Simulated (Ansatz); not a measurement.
# Ge2H7 (doublet): wave-function methods side by side at distance Ge1–H5 along a hydrogen transfer = 1.695 Å, cc-pVDZ

Aim: climb from Hartree-Fock through coupled cluster and multireference methods for Ge2H7 (doublet) at one geometry and basis, and see what each rung misses.

Method: cc-pVDZ, core rule «outside noble gas», up to 28 orbitals frozen; program: Ansatz 0.2.0, Gaussian basis.

Plan: UHF; CCSD(T) on ROHF; CCSD(T) on UHF; BCCD(T) on ROHF; CISD; CCSDT(Q) on ROHF; CCSDT(Q) on UHF; CASSCF and MRCISD+Q, 3 electrons in 3 orbitals; CASSCF and NEVPT2, 3 electrons in 3 orbitals; CASSCF and MRCISD+Q, 9 electrons in 9 orbitals; CASSCF and NEVPT2, 9 electrons in 9 orbitals.

## (1) The geometry

The geometry derives from fragments relaxed apart (PBE0/def2-TZVP) and kept rigid, so it is no stationary point. A hydrogen atom is moved between rigid fragments. No spin-orbit coupling is included. The filled d shell of Ge may be among the frozen orbitals whatever the setting's name suggests; the logs give the count.

9 atoms, charge 0, spin multiplicity 2.

Atoms are counted from 1 here; the program's logs count them from 0.

Bond lengths: Ge1–H2 1.534 Å, Ge1–H3 1.534 Å, Ge1–H4 1.534 Å, Ge1–H5 1.695 Å, H5–Ge6 1.744 Å, Ge6–H7 1.539 Å, Ge6–H8 1.539 Å, Ge6–H9 1.539 Å. Angles: H2–Ge1–H3 109.5°, H2–Ge1–H4 109.5°, H2–Ge1–H5 109.5°, H3–Ge1–H4 109.5°, H3–Ge1–H5 109.5°, H4–Ge1–H5 109.5°, Ge1–H5–Ge6 180.0°, H5–Ge6–H7 107.7°, H5–Ge6–H8 107.7°, H5–Ge6–H9 107.7°, H7–Ge6–H8 111.2°, H7–Ge6–H9 111.2°, H8–Ge6–H9 111.2°.

As a file:

```xyz
9
Ge2H7
Ge   -1.7185    0.0000    0.0000
H    -2.2299    1.4466    0.0000
H    -2.2299   -0.7233    1.2528
H    -2.2299   -0.7233   -1.2528
H    -0.0235    0.0000    0.0000
Ge    1.7205    0.0000    0.0000
H     2.1892   -1.4659    0.0000
H     2.1892    0.7330   -1.2695
H     2.1892    0.7330    1.2695
```

## (2) UHF

Input file in.yaml:

```yaml
crystal:
  periodic: [false, false, false]
  atoms:
    - {symbol: Ge, position_ang: [-1.718489, 0.000000, 0.000000]}
    - {symbol: H, position_ang: [-2.229939, 1.446599, 0.000000]}
    - {symbol: H, position_ang: [-2.229938, -0.723300, 1.252792]}
    - {symbol: H, position_ang: [-2.229939, -0.723299, -1.252791]}
    - {symbol: H, position_ang: [-0.023489, 0.000000, 0.000000]}
    - {symbol: Ge, position_ang: [1.720511, 0.000000, 0.000000]}
    - {symbol: H, position_ang: [2.189180, -1.465915, 0.000000]}
    - {symbol: H, position_ang: [2.189180, 0.732958, -1.269519]}
    - {symbol: H, position_ang: [2.189180, 0.732957, 1.269519]}
basis:
  gaussian: {orbitals: cc-pVDZ}
magnetization: {spin_polarized: true, initial_magnetization: 1}
hamiltonian: {xc: hf}
output: {orbitals: {seedname: orbitals}}
```

Run with:

```
$ ansatz run in.yaml --threads 1 --pin off --events-out ev --progress --plain --max-ram 4096MiB --backend cpu
```

Further steps of the session: CCSD(T) on ROHF; CCSD(T) on UHF; BCCD(T) on ROHF; CISD; CCSDT(Q) on ROHF; CCSDT(Q) on UHF; CASSCF and MRCISD+Q, 3 electrons in 3 orbitals; CASSCF and NEVPT2, 3 electrons in 3 orbitals; CASSCF and MRCISD+Q, 9 electrons in 9 orbitals; CASSCF and NEVPT2, 9 electrons in 9 orbitals.

Q: Predict the results of all the runs planned. Wanted: UCCSDT(Q) below the RHF energy; RMP2 from UCCSDT(Q); UMP2 from UCCSDT(Q); RCCSD from UCCSDT(Q); RCCSD(T) from UCCSDT(Q); UCCSD(T) from UCCSDT(Q); RCCSDT(Q) from UCCSDT(Q); MRCISD+Q frontier from UCCSDT(Q); T1 diagnostic.

As calculated:

```
                         quantity                                                   value
   UCCSDT(Q) below the RHF energy                                              -7.7016 eV
              RMP2 from UCCSDT(Q)                                             +1666.2 meV
              UMP2 from UCCSDT(Q)                                             +1689.0 meV
             RCCSD from UCCSDT(Q)                                              +203.3 meV
          RCCSD(T) from UCCSDT(Q)                                               +42.4 meV
          UCCSD(T) from UCCSDT(Q)                                               +40.2 meV
         RCCSDT(Q) from UCCSDT(Q)                                                +3.3 meV
 MRCISD+Q frontier from UCCSDT(Q)                                               +48.3 meV
levels within 1 kcal/mol (43 meV)  RCCSD(T), UCCSD(T), BCCD(T), RCCSDT, UCCSDT, RCCSDT(Q)
                    T1 diagnostic                                                   0.015
```

In words: RCCSD(T) lands +42.4 meV from the yardstick (0.6 % of the correlation energy). These misses are within one basis, not against nature; the frozen cores of restricted and unrestricted runs differ, which can shift their rows.
